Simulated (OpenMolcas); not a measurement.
# Au³⁺ among point charges: CASSCF and CASPT2 levels and susceptibility

How does a field of 4 point charges split the states of Au³⁺, and what χT follows?

Method: state-averaged CASSCF and CASPT2, spin-orbit coupling by RASSI with atomic mean-field integrals. Code: OpenMolcas 26.06.

### 1 The system

| Item | Value |
| --- | --- |
| Species | Au³⁺ (gold, Z = 79, 76 electrons) |
| Basis | ANO-RCC-VDZP [7s6p4d2f], 59 functions |
| Scalar Hamiltonian | DKH2, point nucleus |
| Inactive shells | 1s 2s 2p 3s 3p 3d 4s 4p 4d 4f 5s 5p |
| Active space | 8 electrons in 5 orbitals (5d) |
| Some configurations of this space | 5d⁸ |
| Orbitals | optimised for each spin and parity, averaged over all roots |

Outer shells as boxes (Hund's rule):

5d8
```
5d [↑↓][↑↓][↑↓][↑ ][↑ ]
```

The ion sits among 4 point charges of -1 e arranged as a tetrahedron (Td), 1.8 Å from the ion.

The work runs as a chain of OpenMolcas steps in one folder; each step below is one input file. Labels, J, g values, rates, χT and fits are worked out afterwards by a script from the matrices that RASSI stores.

### 2 One- and two-electron integrals

Input file a.inp:

```
&GATEWAY
Coord
1

Au 0.0 0.0 0.0
Basis=ANO-RCC-VDZP
Group=NoSym
NoMove
AngMom=0.0 0.0 0.0
AMFI
XField
4 Angstrom 0
1.039230 1.039230 1.039230 -1.000000
1.039230 -1.039230 -1.039230 -1.000000
-1.039230 1.039230 -1.039230 -1.000000
-1.039230 -1.039230 1.039230 -1.000000
&SEWARD
```

### 3 Reference wave functions, triplets, 10 roots

Input file a.inp:

```
&RASSCF
FileOrb=start.orb
Symmetry=1
Spin=3
nActEl=8 0 0
Inactive=34
Ras2=5
CIRoot=10 10 1
SDav=10
CIMx=300
Iter=120 100
PrWF=0.3
OrbListing=Nothing
MaxOrb=0
>>> COPY $Project.JobIph JOB001
```

start.orb holds the contracted functions of the basis, ordered by shell, or the orbitals of the step before.

### 4 CASSCF: singlets, 15 roots

Input file a.inp:

```
&RASSCF
FileOrb=start.orb
Symmetry=1
Spin=1
nActEl=8 0 0
Inactive=34
Ras2=5
CIRoot=15 15 1
SDav=15
CIMx=300
Iter=120 100
PrWF=0.3
OrbListing=Nothing
MaxOrb=0
>>> COPY $Project.JobIph JOB002
```

### 5 RASSI: spin-orbit coupling between the states

Input file a.inp:

```
&RASSI
NrOfJobIphs=2 10 15
1 2 3 4 5 6 7 8 9 10
1 2 3 4 5 6 7 8 9 10 11 12 13 14 15
IphNames
JOB001
JOB002
EJob
SpinOrbit
DIPRint=1.0
SOCoupling=1000.0
Subsets=2
Property=9
'ANGMOM' 1 'ANGMOM' 2 'ANGMOM' 3 'MLTPL  1' 1 'MLTPL  1' 2 'MLTPL  1' 3
'AMFI' 1 'AMFI' 2 'AMFI' 3
SOProperty=3
'ANGMOM' 1 'ANGMOM' 2 'ANGMOM' 3
```

### 6 CASPT2: IPEA 0.25, imaginary shift 0.1 (closed shells correlated: 4f 5s 5p)

Input file a.inp:

```
>>> COPY JOB001 $Project.JobIph
&CASPT2
Multistate=10 1 2 3 4 5 6 7 8 9 10
NoMult
Frozen=23
IPEA=0.25
Imaginary=0.1
MaxIter=60
WThr=0.0 0.3 0.05
PrWF=0.5
NoMix
>>> COPY JOB002 $Project.JobIph
&CASPT2
Multistate=15 1 2 3 4 5 6 7 8 9 10 11 12 13 14 15
NoMult
Frozen=23
IPEA=0.25
Imaginary=0.1
MaxIter=60
WThr=0.0 0.3 0.05
PrWF=0.5
NoMix
```

(Steps that only read results are left out.)

What does the calculation give? Wanted: spin-free ground state; first state of the same spin within the active space; lowest level; next level.

As calculated:

| quantity | value |
| --- | --- |
| method | SS-CASPT2, IPEA 0.25, imaginary shift 0.1 (closed shells correlated: 4f 5s 5p) |
| spin-free ground state | 3T1, 3-fold in its orbital part |
| first state of the same spin within the active space | 3T2 at 2710 cm⁻¹ |
| lowest level | 1-fold A1 |
| next level | 857.9 cm⁻¹ |
| χT at 300 K | 1.84 cm³ K/mol |
| effective moment at 300 K | 3.83 μB |

Cost by method:

| method | time of its own steps | time with the reference |
| --- | --- | --- |
| A. CASSCF | 4.3 s | 4.3 s |
| B. SS-CASPT2, IPEA 0.25, imaginary shift 0.1, +4f 5s 5p | 4 s | 8.2 s |

Times are of one thread on a shared host.

What this shows: The spin-free ground state (3T1) comes to 99 % from free-ion F terms and keeps the highest spin of the shell. χT at 300 K is 1.84, against 1.00 cm³ K/mol for the spin alone, so orbital moment adds to it. A ligand-field fit to the states below 45000 cm-1 gives 10Dq = -3515 cm-1, B = 814 cm-1 and C = 3272 cm-1 (C/B = 4.02), with a deviation of 315 cm-1. CASPT2 does not keep the components of a term degenerate, and the means are used. The field of point charges can differ much from that of real complexes. This is an electrostatic model: the charges have no orbitals.
